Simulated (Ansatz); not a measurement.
## AlSn in Ansatz: the effect of functional

The system is AlSn.

```
CELL_PARAMETERS angstrom
4.22591 0.00000 0.00000
-2.11295 3.65974 0.00000
0.00000 0.00000 3.32875
ATOMIC_POSITIONS crystal
Sn 0.33333 0.66667 0.50000
Al 0.00000 0.00000 0.00000
```

The cell comes from a database or a generator and needn't be the stable form of this composition.

The cell isn't the ideal one: volume scaled by 1.02.

Alike in all runs:

```yaml
Program: Ansatz 0.2.0
Task: single point
Potentials_or_basis: Ansatz PAW
k_mesh: 7 × 7 × 8
Occupations: fermi-dirac, width 0.05 eV
Spin: no spin polarisation
```

```csv
functional,cutoff,pressure (GPa)
LDA,420 eV (not typed: the program's choice for these potentials),?
PBEsol,420 eV (not typed: the program's choice for these potentials),-2.7
r2SCAN,500 eV (not typed: the program's choice for these potentials),-2.1
```

Q: What does the run with functional LDA give?

A: Pressure -3.9 GPa.

Caveats: the PAW data sets come from PBE, with cores solved anew for the run's functional, which leaves a small shift of forces and pressure.
